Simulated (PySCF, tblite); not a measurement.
# C7H9B: geometry, infrared bands and NMR shifts

What infrared bands and NMR shifts should C7H9B (`C=C=CBCC#CC`) show?

Programs: tblite 0.8.0 and PySCF 2.14.0, with density-fitted response routines of our own. Each step states its level of theory. These are calculated values for one molecule in the gas phase, unless marked as measured. Atoms count from 0, in the outputs and in this text.

## Step 1: The molecule as given

17 atoms, charge 0, multiplicity 1; geometry from: force field or distance geometry start.

Bonds of the start (Å): C0–C1 1.31, C1–C2 1.29, C2–B3 1.55, B3–C4 1.59, C4–C5 1.47, C5–C6 1.20, C6–C7 1.46, C0–H8 1.08, C0–H9 1.08, C2–H10 1.09, B3–H11 1.19, C4–H12 1.11, C4–H13 1.10, C7–H14 1.11, C7–H15 1.11, C7–H16 1.11.

## Step 2: Geometry optimisation with GFN2-xTB

What the job is given:

```
{"job": {"kind": "relax", "xc": "GFN2-xTB", "basis": "xTB"}, "charge": 0, "multiplicity": 1}
C      3.699300     1.477400    -0.381400
C      2.582900     0.801800    -0.509400
C      1.493600     0.110600    -0.615700
B      1.073600    -0.912700     0.470000
C     -0.260000    -1.776400     0.335900
C     -1.434100    -0.895400     0.372600
C     -2.391800    -0.167400     0.408600
C     -3.554000     0.714000     0.461300
H      3.972200     2.194400    -1.139800
H      4.325000     1.328500     0.483600
H      0.846200     0.266900    -1.482600
H      1.778000    -1.110900     1.409300
H     -0.249000    -2.318700    -0.627700
H     -0.317600    -2.508900     1.156100
H     -3.272700     1.735500     0.125800
H     -4.351600     0.312900    -0.202100
H     -3.946900     0.760300     1.498600
```

Launch:

```bash
> OMP_NUM_THREADS=1 python probes_run.py task.json out
```

This one command runs all jobs of the session in turn.

**Question.** This job is followed by: GFN2-xTB harmonic vibrations, gas phase; GIAO PBE0/pcSseg-1 NMR shielding, non-relativistic, gas phase. What will the session give for the following? strongest single infrared mode (GFN2-xTB); zero-point energy (GFN2-xTB); 13C shifts against TMS (PBE0/pcSseg-1); 1H shifts against TMS (PBE0/pcSseg-1, means over atoms taken as alike); 11B shifts against BF3·OEt2 (PBE0/pcSseg-1).

**Answer**, as computed:

| quantity | value |
| --- | --- |
| strongest single infrared mode (GFN2-xTB) | 2054 cm⁻¹, 577 km/mol |
| zero-point energy (GFN2-xTB) | 81.7 kcal/mol |
| 13C shifts against TMS (PBE0/pcSseg-1) | 240.3, 96.0, 84.8, 82.7, 68.9, 20.5, 5.0 ppm |
| 1H shifts against TMS (PBE0/pcSseg-1, means over atoms taken as alike) | 6.96, 6.86, 4.83, 2.45, 2.05 ppm |
| 11B shifts against BF3·OEt2 (PBE0/pcSseg-1) | 73.6 ppm |

What this shows: Relaxing lowered the energy by 1.545 eV in 133 steps; the close pair that moved most is C7–H15, from 1.112 to 1.090 Å. All 45 modes are real, so the xTB geometry is a minimum. The strongest single mode, at 2054 cm⁻¹, moves mainly C1. Unscaled tight-binding wavenumbers are off by several per cent, some by more. Its intensities can rank the bands wrongly. The most deshielded carbon is C1 (central carbon of an allene), at 240.3 ppm: the central sp carbon of an allene is among the most deshielded carbons of hydrocarbons. At PBE0/pcSseg-1: The widest tensor belongs to C5: span 262 ppm, with a paramagnetic part of -162 ppm.
